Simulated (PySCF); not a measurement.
# BH7SeSi2: the cost of one run

Computed with PySCF 2.14.0, with density-fitted response routines of our own, on a single molecule in the gas phase. Atoms are numbered from 0 throughout.

## (1) The molecule as given

11 atoms, charge 0, multiplicity 1; geometry from: GFN2-xTB. The atoms were then displaced at random by about 0.01 Å, so the start is not that level's minimum.

Bonds of the start (Å): B0–Si1 1.90, Si1–Se2 2.47, Se2–Si3 2.32, B0–H4 1.20, B0–H5 1.18, Si1–H6 1.47, Si1–H7 1.48, Si3–H8 1.46, Si3–H9 1.45, Si3–H10 1.43.

## (2) Geometry optimisation at PBE0-D3(BJ)/def2-SVP

What the job is given:

```
{"job": {"xc": "PBE0", "basis": "def2-SVP", "d3": "d3bj", "grid": 1, "shake": 0.01, "kind": "geom"}, "charge": 0, "multiplicity": 1}
B     -1.567220     0.632670    -0.456260
Si    -1.430850    -0.991880     0.528570
Se     0.194200     0.821470     0.938170
Si     1.976210     0.262820    -0.430130
H     -2.347930     1.469890    -0.102640
H     -1.157140     0.739480    -1.552720
H     -1.897220    -1.273400     1.890280
H     -0.547620    -2.136450     0.215230
H      1.437700    -0.624860    -1.450140
H      2.921740    -0.424290     0.419710
H      2.456240     1.498720    -0.975820
```

Launch:

```console
> OMP_NUM_THREADS=1 python probes_run.py task.json out
```

The driver reads the jobs from task.json and runs them one after another.

Q: Estimate the wall time and peak memory of this first job on 1 thread of Arm Neoverse V1, shared host.

About 39 s, with a peak of 0.5 GiB.
